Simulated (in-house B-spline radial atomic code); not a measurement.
# Mo³⁴⁺: binding energies from hole states

Aim: binding energies of the shells of Mo³⁴⁺, from runs with electrons taken out, set against the orbital energies of the parent.

Method: Dirac-Hartree-Fock, average of configuration, Fermi nucleus, basis-set limit. Code: in-house B-spline radial atomic code version 1.

## (1) Starting point

| Item | Value |
| --- | --- |
| element | molybdenum (Z = 42) |
| charge | +34 |
| electrons | 8 |
| configuration | [He] 2s2 2p4 |
| Hamiltonian | Dirac-Coulomb |
| nucleus | Fermi, rms radius 4.409 fm |

Outer shells as boxes (Hund's rule):

[He] 2s2 2p4
```
[He] core
2s [↑↓]
2p [↑↓][↑ ][↑ ]
```

The boxes draw the filling by Hund's rule, which heavy ions in jj coupling don't follow; these runs average over all states of the configuration.

Settings, as recorded:

```ini
Z = 42
electrons = 8.0
configuration = [He] 2s2 2p4
hamiltonian = dirac
method = hf
spin_polarised = False
nucleus = fermi
rms_radius = 4.4091
mass_number = 98
atomic_mass = 97.905403609
speed_of_light = 137.035999084
```

The reference is known from an earlier run: -2919.367258 hartree in all. Up to eight levels, counted from the top:

| orbital | occupation | energy (eV) | <r> (bohr) |
| --- | --- | --- | --- |
| 1s1/2 | 2 | -22392.6 | 0.03506 |
| 2s1/2 | 2 | -4901.61 | 0.1477 |
| 2p1/2 | 1.33333 | -4733.31 | 0.1251 |
| 2p3/2 | 2.66667 | -4616.98 | 0.1292 |

## (2) The 1s hole

Settings, as recorded:

```ini
Z = 42
electrons = 7.0
configuration = 1s1 2s2 2p4
hamiltonian = dirac
method = hf
spin_polarised = False
nucleus = fermi
rms_radius = 4.4091
mass_number = 98
atomic_mass = 97.905403609
speed_of_light = 137.035999084
```

## (3) The 2s hole

The settings differ from step 2 so:

```diff
@@ -2,3 +2,3 @@
 electrons = 7.0
-configuration = 1s1 2s2 2p4
+configuration = 1s2 2s1 2p4
 hamiltonian = dirac
```

## (4) The 2p hole

The settings differ from step 3 so:

```diff
@@ -2,3 +2,3 @@
 electrons = 7.0
-configuration = 1s2 2s1 2p4
+configuration = 1s2 2s2 2p3
 hamiltonian = dirac
```

Before running: What does each hole state cost in eV, and how does that compare with the orbital energies or single holes?

The runs gave:

| hole | ΔSCF (eV) | with Breit, QED, recoil (eV) | −ε of the parent (eV) | −ε less ΔSCF (eV) |
| --- | --- | --- | --- | --- |
| 1s | 22377.6 | 22325.3 | 22392.6 | 15.05 |
| 2s | 4900.06 | 4894.39 | 4901.61 | 1.55 |
| 2p | 4653.59 | 4649.53 | - | - |

What this shows: Every ΔSCF value lies below −ε, since the other electrons relax into the hole: by 15.1 eV for 1s and 1.55 eV for 2s. A dash stands where an open shell is averaged over j, so that no single parent level belongs to the hole. Values are for the free ion, measured from the vacuum level.
